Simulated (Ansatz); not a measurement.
# C2H8AlN: vertical spin-state energies in Python

Which spin state of C2H8AlN lies lowest at this geometry? The task is vertical spin-state energies, for C2H8AlN. SMILES: CC[NH][AlH2].

Program: the Python package of Ansatz 0.2.0. Level of theory: PBE/cc-pVDZ. These are calculated values, not measurements.

### 1 The structure

Bond lengths: C1–C2 1.497 Å, C2–N3 1.436 Å, N3–Al4 1.893 Å, C1–H5 1.173 Å, C1–H6 1.108 Å, C1–H7 1.105 Å, C2–H8 1.079 Å, C2–H9 1.069 Å, N3–H10 1.094 Å, Al4–H11 1.546 Å, Al4–H12 1.646 Å. Angles (14 of 18 angles, heavy atoms first): C1–C2–N3 108.2°, C2–N3–Al4 114.2°, C1–C2–H8 108.9°, C1–C2–H9 109.1°, N3–C2–H8 110.0°, N3–C2–H9 110.4°, C2–C1–H5 107.5°, C2–C1–H6 113.5°, C2–C1–H7 113.9°, C2–N3–H10 108.6°, Al4–N3–H10 104.6°, N3–Al4–H11 125.3°, N3–Al4–H12 116.4°, H8–C2–H9 110.1°.

The script holds or builds the structure itself.

### 2 The code

c2h8aln.py

```python
# -*- coding: utf-8 -*-
"""Gap between spin states of C2H8AlN at one geometry."""

import ansatz as az
from ase import Atoms

atoms = Atoms(["C", "C", "N", "Al", "H", "H", "H", "H", "H", "H", "H", "H"], positions=[
    (-0.0525, 1.8043, 0.0209),
    (-0.4549, 0.3657, -0.0792),
    (0.7312, -0.4395, 0.0022),
    (0.4242, -2.2972, -0.1979),
    (-1.0225, 2.451, -0.1049),
    (0.5976, 2.1407, -0.8106),
    (0.4014, 2.0764, 0.9913),
    (-1.1167, 0.1302, 0.7392),
    (-0.9512, 0.2049, -1.0117),
    (1.155, -0.3361, 1.0052),
    (1.5018, -3.3983, -0.072),
    (-1.1365, -2.7574, -0.4486),
])
c2h8aln = az.Crystal.molecule_from_ase(atoms)

setup = c2h8aln.calculation().basis(gaussian="cc-pVDZ").functional("PBE")
found = {}
for unpaired in [0, 2]:
    r = setup.spin("collinear", total=unpaired).run(threads=1).report
    s = unpaired / 2
    found[unpaired] = r["free_energy_ev"]
    print(f"2S+1 = {unpaired + 1}: E = {found[unpaired]:.5f} eV, <S^2> = {abs(r['mean_field']['state']['spin_squared']):.3f} (pure state {s * (s + 1):.2f})")
lowest = min(found, key=found.get)
for unpaired, e in found.items():
    print(f"multiplicity {unpaired + 1}: {96.485332 * (e - found[lowest]):.1f} kJ/mol above the lowest")
```

### 3 What the engine is handed

The package turns the script's settings into the engine's input (first run):

```yaml
crystal:
  periodic: [false, false, false]
  atoms:
    - { symbol: C, position_ang: [-0.0525, 1.8043, 0.0209] }
    - { symbol: C, position_ang: [-0.4549, 0.3657, -0.0792] }
    - { symbol: "N", position_ang: [0.7312, -0.4395, 0.0022] }
    - { symbol: Al, position_ang: [0.4242, -2.2972, -0.1979] }
    - { symbol: H, position_ang: [-1.0225, 2.451, -0.1049] }
    - { symbol: H, position_ang: [0.5976, 2.1407, -0.8106] }
    - { symbol: H, position_ang: [0.4014, 2.0764, 0.9913] }
    - { symbol: H, position_ang: [-1.1167, 0.1302, 0.7392] }
    - { symbol: H, position_ang: [-0.9512, 0.2049, -1.0117] }
    - { symbol: H, position_ang: [1.155, -0.3361, 1.0052] }
    - { symbol: H, position_ang: [1.5018, -3.3983, -0.072] }
    - { symbol: H, position_ang: [-1.1365, -2.7574, -0.4486] }
basis:
  gaussian:
    orbitals: cc-pVDZ
hamiltonian:
  xc: pbe
magnetization:
  spin_polarized: true
  initial_magnetization: 0.0
```

### 4 The run

Command:

```
> python c2h8aln.py
```

Output:

```text
2S+1 = 1: E = -10282.09500 eV, <S^2> = 0.000 (pure state 0.00)
2S+1 = 3: E = -10278.45402 eV, <S^2> = 2.005 (pure state 2.00)
multiplicity 1: 0.0 kJ/mol above the lowest
multiplicity 3: 351.3 kJ/mol above the lowest
```

Run time: 16 s. Hardware: 1 thread of Intel Xeon Platinum 8259CL at 2.50GHz (Skylake/Cascade Lake), shared host; peak memory 0.28 GiB.

### 5 What changed from run to run

The engine's inputs for the other runs:

Run 2, against run 1:

```diff
@@ -23 +23 @@
-  initial_magnetization: 0.0
+  initial_magnetization: 2.0
```

Lines on the test bed's own set-up are left out of the output.

A comment line of the script is reworded here; the code is as run.

### 6 The engine's runs

The 2 runs, in the order started:

```
run  2S+1  energy from run 1 (eV)  <S²>  SCF cycles  CPU time (s)
  1     1                  0.0000  0.00          18           5.3
  2     3                  3.6410  2.01          53            10
```

### 7 Results

```
        quantity             value
   runs compared                 2
          lowest  run 1 (2S+1 = 1)
next above it by          3.641 eV
```

What this shows: In order: multiplicity 1 (+0.00 eV) and multiplicity 3 (+3.64 eV), all at the one geometry. The geometry is a force-field or estimated start, not a minimum of this method, and the basis set is short of its limit. All parts are taken at fixed geometry, without zero-point energy.
